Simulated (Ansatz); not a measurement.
# C3H9NSi: how energies converge with the basis set

One table from this session's results is given with a row withheld; the runs are named, their logs left out.

Method: one geometry, several basis sets; program: Ansatz 0.2.0, Gaussian basis.

The runs, in order: PBE0-D4/def2-SVP; ωB97M-V/def2-SVP; PBE0-D4/def2-QZVPP; ωB97M-V/def2-QZVPP; the functionals' def2-TZVPP values are taken from earlier runs.

## The relaxed structure

An earlier PBE0-D4 in a triple-zeta def2 set relaxation fixed the geometry.

14 atoms, charge 0, spin multiplicity 1.

Atoms are counted from 1 here; the program's logs count them from 0.

Bond lengths: C1–N2 1.449 Å, C1–H6 1.092 Å, C1–H7 1.093 Å, C1–H8 1.102 Å, N2–C3 1.431 Å, N2–H9 1.010 Å, C3–C4 1.543 Å, C3–Si5 1.858 Å, C3–H10 1.097 Å, C4–Si5 1.847 Å, C4–H11 1.085 Å, C4–H12 1.086 Å, Si5–H13 1.477 Å, Si5–H14 1.479 Å. Angles: N2–C1–H6 109.8°, N2–C1–H7 109.4°, N2–C1–H8 113.7°, H6–C1–H7 107.7°, H6–C1–H8 108.5°, H7–C1–H8 107.5°, C1–N2–C3 113.5°, C1–N2–H9 110.7°, C3–N2–H9 110.5°, N2–C3–C4 115.0°, N2–C3–Si5 119.4°, N2–C3–H10 116.7°, C4–C3–Si5 65.0°, C4–C3–H10 112.8°, Si5–C3–H10 117.1°, C3–C4–Si5 65.8°, C3–C4–H11 117.1°, C3–C4–H12 114.2° and more.

Geometry (Å):

```xyz
14
charge 0, multiplicity 1
C    -1.71696    0.89533    0.58642
N    -0.35897    1.02478    0.09901
C     0.12689   -0.15212   -0.55504
C     0.64402   -1.25649    0.38968
Si    1.95787   -0.46005   -0.63578
H    -2.03473    1.83257    1.04824
H    -1.75566    0.11673    1.35227
H    -2.44456    0.62716   -0.19693
H    -0.27266    1.82855   -0.50708
H    -0.48278   -0.54646   -1.37758
H     0.32148   -2.27211    0.18661
H     0.61447   -0.99194    1.44243
H     2.87483    0.51047   -0.00528
H     2.51386   -1.18583   -1.79826
```

The first run:

Contents of in.yaml:

```yaml
crystal:
  periodic: [false, false, false]
  atoms:
    - {symbol: C, position_ang: [-1.716956, 0.895330, 0.586416]}
    - {symbol: N, position_ang: [-0.358968, 1.024779, 0.099009]}
    - {symbol: C, position_ang: [0.126888, -0.152115, -0.555038]}
    - {symbol: C, position_ang: [0.644023, -1.256488, 0.389682]}
    - {symbol: Si, position_ang: [1.957873, -0.460047, -0.635782]}
    - {symbol: H, position_ang: [-2.034729, 1.832569, 1.048243]}
    - {symbol: H, position_ang: [-1.755660, 0.116726, 1.352271]}
    - {symbol: H, position_ang: [-2.444565, 0.627162, -0.196935]}
    - {symbol: H, position_ang: [-0.272659, 1.828548, -0.507080]}
    - {symbol: H, position_ang: [-0.482784, -0.546456, -1.377579]}
    - {symbol: H, position_ang: [0.321477, -2.272114, 0.186607]}
    - {symbol: H, position_ang: [0.614469, -0.991937, 1.442429]}
    - {symbol: H, position_ang: [2.874826, 0.510474, -0.005283]}
    - {symbol: H, position_ang: [2.513864, -1.185832, -1.798258]}
basis:
  gaussian: {orbitals: def2-SVP}
hamiltonian: {xc: pbe0, dispersion: d4}
output: {orbitals: {seedname: orbitals}}
```

Steps of the session up to this table: PBE0-D4 in def2-SVP; ωB97M-V in def2-SVP; PBE0-D4 in def2-QZVPP; ωB97M-V in def2-QZVPP.

One table of the session follows, with a row left open; its other results are not shown here.

It belongs to the step «Functionals by basis». 

```
functional       basis  HOMO (eV)  LUMO (eV)
   PBE0-D4    def2-SVP      -6.15       0.75
   PBE0-D4  def2-TZVPP      -6.28       0.26
   PBE0-D4  def2-QZVPP      -6.30       0.09
   ωB97M-V    def2-SVP      -8.40       2.64
   ωB97M-V  def2-TZVPP          ?          ?
   ωB97M-V  def2-QZVPP      -8.55       1.44
```

Estimate the missing values for ωB97M-V, def2-TZVPP.

As computed: HOMO (eV): -8.53; LUMO (eV): 1.86. In the column «HOMO (eV)» it lies between ωB97M-V, def2-QZVPP (-8.55) and ωB97M-V, def2-SVP (-8.40).
